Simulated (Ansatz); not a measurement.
# AlH₆NOSi: basis-set convergence

Aim: see how fast density functionals converge with the basis set for AlH₆NOSi.

The runs use Ansatz 0.2.0, Gaussian basis; one geometry, several basis sets.

The runs, in order: PBE0-D4/def2-SVP; ωB97M-V/def2-SVP; PBE0-D4/def2-QZVPP; ωB97M-V/def2-QZVPP; the functionals' def2-TZVPP values are taken from earlier runs.

## (1) The geometry

All runs share one geometry, relaxed beforehand with PBE0-D4 in a triple-zeta def2 set.

SMILES `[NH2][AlH][SiH2]O`, 10 atoms, charge 0, spin multiplicity 1.

Atoms are counted from 1 here; the program's logs count them from 0.

Bond lengths: N1–Al2 1.771 Å, N1–H5 1.008 Å, N1–H6 1.008 Å, Al2–Si3 2.466 Å, Al2–H7 1.589 Å, Si3–O4 1.666 Å, Si3–H8 1.498 Å, Si3–H9 1.490 Å, O4–H10 0.958 Å. Angles: Al2–N1–H5 125.3°, Al2–N1–H6 124.5°, H5–N1–H6 110.1°, N1–Al2–Si3 115.9°, N1–Al2–H7 117.2°, Si3–Al2–H7 126.9°, Al2–Si3–O4 112.2°, Al2–Si3–H8 111.5°, Al2–Si3–H9 112.0°, O4–Si3–H8 110.3°, O4–Si3–H9 104.5°, H8–Si3–H9 106.0°, Si3–O4–H10 116.4°.

## (2) PBE0-D4 in def2-SVP

File in.yaml:

```yaml
crystal:
  periodic: [false, false, false]
  atoms:
    - {symbol: N, position_ang: [-0.443456, 1.949835, -0.485909]}
    - {symbol: Al, position_ang: [0.161371, 0.932523, 0.830955]}
    - {symbol: Si, position_ang: [0.498125, -1.448376, 0.284802]}
    - {symbol: O, position_ang: [-0.117796, -1.843158, -1.212395]}
    - {symbol: H, position_ang: [-0.638774, 2.936041, -0.417004]}
    - {symbol: H, position_ang: [-0.588290, 1.632558, -1.431226]}
    - {symbol: H, position_ang: [0.407641, 1.632878, 2.235767]}
    - {symbol: H, position_ang: [-0.081863, -2.341329, 1.338209]}
    - {symbol: H, position_ang: [1.942764, -1.801075, 0.197565]}
    - {symbol: H, position_ang: [-1.056522, -1.700997, -1.337862]}
basis:
  gaussian: {orbitals: def2-SVP}
hamiltonian: {xc: pbe0, dispersion: d4}
output: {orbitals: {seedname: orbitals}}
```

The runs that follow: ωB97M-V in def2-SVP; PBE0-D4 in def2-QZVPP; ωB97M-V in def2-QZVPP.

Q: Predict the results of all the runs planned. Wanted: PBE0-D4: double and triple zeta above quadruple; ωB97M-V: double and triple zeta above quadruple.

The runs gave:

| quantity | value |
| --- | --- |
| PBE0-D4: double and triple zeta above quadruple | 10.49, 0.71 eV |
| ωB97M-V: double and triple zeta above quadruple | 10.61, 0.68 eV |

For PBE0-D4 the step from double to triple zeta gains 9.78 eV and the next only 0.71 eV. Total energies overstate the basis error of differences, where much of it tends to cancel.
